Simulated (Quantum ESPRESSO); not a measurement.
## TaF3: equation of state with r2SCAN

The system is TaF3.

```
Ta F
1.0
     3.90120    0.00000    0.00000
     0.00000    3.90120    0.00000
     0.00000    0.00000    3.90120
Ta F
1 3
Direct
  0.00000 0.00000 0.00000
  0.00000 0.00000 0.50000
  0.00000 0.50000 0.00000
  0.50000 0.00000 0.00000
```

- Program: Quantum ESPRESSO 7.5
- Task: equation of state
- Functional: r2SCAN
- Potentials or basis: SG15 PBE 1.2
- Cutoff: 1197 eV
- Density cutoff: 4789 eV
- k mesh: 5 × 5 × 5
- Occupations: fermi-dirac, width 0.05 eV
- Spin: no spin polarisation
- Symmetry: off
- Mixing beta: 0.5
- Most SCF iterations: 120
- SCF threshold: 1e-08 Ry

| Property | Result |
| --- | --- |
| Equilibrium volume | 16.58 Å³/atom (rough: see the caveat) |
| Bulk modulus | 115 GPa (rough) |

Energy against volume, from the lowest point:
```csv
volume (Å³/atom),energy (meV/atom)
13.953,192.59
14.250,141.11
14.547,98.51
14.843,63.88
15.140,36.40
15.437,15.32
15.734,0.00
```

All runs of the series together: 33 min on 2 threads of Arm Neoverse V2 (shared host).

Caveat: the potentials were made for another functional, which shifts forces and pressure; the minimum lies outside the volumes run. Spin-orbit coupling is left out, which matters for the levels of Ta.
